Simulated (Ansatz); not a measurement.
**ClH5NOScSi: small, medium and large basis sets**

One table from this session's results is given with a row withheld; the runs are named, their logs left out.

Computed with Ansatz 0.2.0, Gaussian basis. Level: one geometry, several basis sets.

The runs, in order: PBE0-D4/def2-SVP; ωB97M-V/def2-SVP; PBE0-D4/def2-QZVPP; ωB97M-V/def2-QZVPP; the functionals' def2-TZVPP values are taken from earlier runs.

## The relaxed structure

The geometry comes from an earlier relaxation with PBE0-D4 in a triple-zeta def2 set; it is a stationary point, not always the lowest conformer.

SMILES `[NH2][Sc]([Cl])[O][SiH3]`, 10 atoms, charge 0, spin multiplicity 1.

Atoms are counted from 1 here; the program's logs count them from 0.

Bond lengths: N1–Sc2 1.958 Å, N1–H6 1.013 Å, N1–H7 1.012 Å, Sc2–Cl3 2.322 Å, Sc2–O4 1.878 Å, O4–Si5 1.633 Å, Si5–H8 1.488 Å, Si5–H9 1.488 Å, Si5–H10 1.488 Å. Angles: Sc2–N1–H6 125.4°, Sc2–N1–H7 126.8°, H6–N1–H7 107.8°, N1–Sc2–Cl3 119.1°, N1–Sc2–O4 115.5°, Cl3–Sc2–O4 125.4°, Sc2–O4–Si5 177.4°, O4–Si5–H8 110.6°, O4–Si5–H9 110.1°, O4–Si5–H10 110.1°, H8–Si5–H9 108.7°, H8–Si5–H10 108.7°, H9–Si5–H10 108.6°.

The first run:

File in.yaml:

```yaml
crystal:
  periodic: [false, false, false]
  atoms:
    - {symbol: N, position_ang: [1.896915, 1.027717, 1.341801]}
    - {symbol: Sc, position_ang: [0.341101, -0.161380, 1.315893]}
    - {symbol: Cl, position_ang: [-0.270986, -1.262238, 3.266678]}
    - {symbol: O, position_ang: [-0.538093, -0.307196, -0.337095]}
    - {symbol: Si, position_ang: [-1.352268, -0.479129, -1.741786]}
    - {symbol: H, position_ang: [2.479098, 1.214195, 2.149526]}
    - {symbol: H, position_ang: [2.264737, 1.562332, 0.565080]}
    - {symbol: H, position_ang: [-2.611853, -1.241046, -1.526742]}
    - {symbol: H, position_ang: [-1.693701, 0.856846, -2.301906]}
    - {symbol: H, position_ang: [-0.514949, -1.210091, -2.731429]}
basis:
  gaussian: {orbitals: def2-SVP}
hamiltonian: {xc: pbe0, dispersion: d4}
output: {orbitals: {seedname: orbitals}}
```

The run is started by

```console
ansatz run in.yaml --threads 4 --pin off --events-out ev --progress --plain --max-ram 10444MiB
```

Among the steps run: PBE0-D4 in def2-SVP; ωB97M-V in def2-SVP; PBE0-D4 in def2-QZVPP; ωB97M-V in def2-QZVPP.

One of the session's tables, all rows but one given; the rest of the session is left out.

It belongs to the step «Functionals by basis». 

| functional | basis | HOMO (eV) | LUMO (eV) |
| --- | --- | --- | --- |
| PBE0-D4 | def2-SVP | ? | ? |
| PBE0-D4 | def2-TZVPP | -7.69 | -2.06 |
| PBE0-D4 | def2-QZVPP | -7.70 | -2.06 |
| ωB97M-V | def2-SVP | -9.78 | -0.29 |
| ωB97M-V | def2-TZVPP | -10.08 | -0.49 |
| ωB97M-V | def2-QZVPP | -10.09 | -0.54 |

Q: Estimate the row for PBE0-D4, def2-SVP from the others.

The run gave: HOMO (eV): -7.40; LUMO (eV): -1.87. In the column «HOMO (eV)» it is the highest.
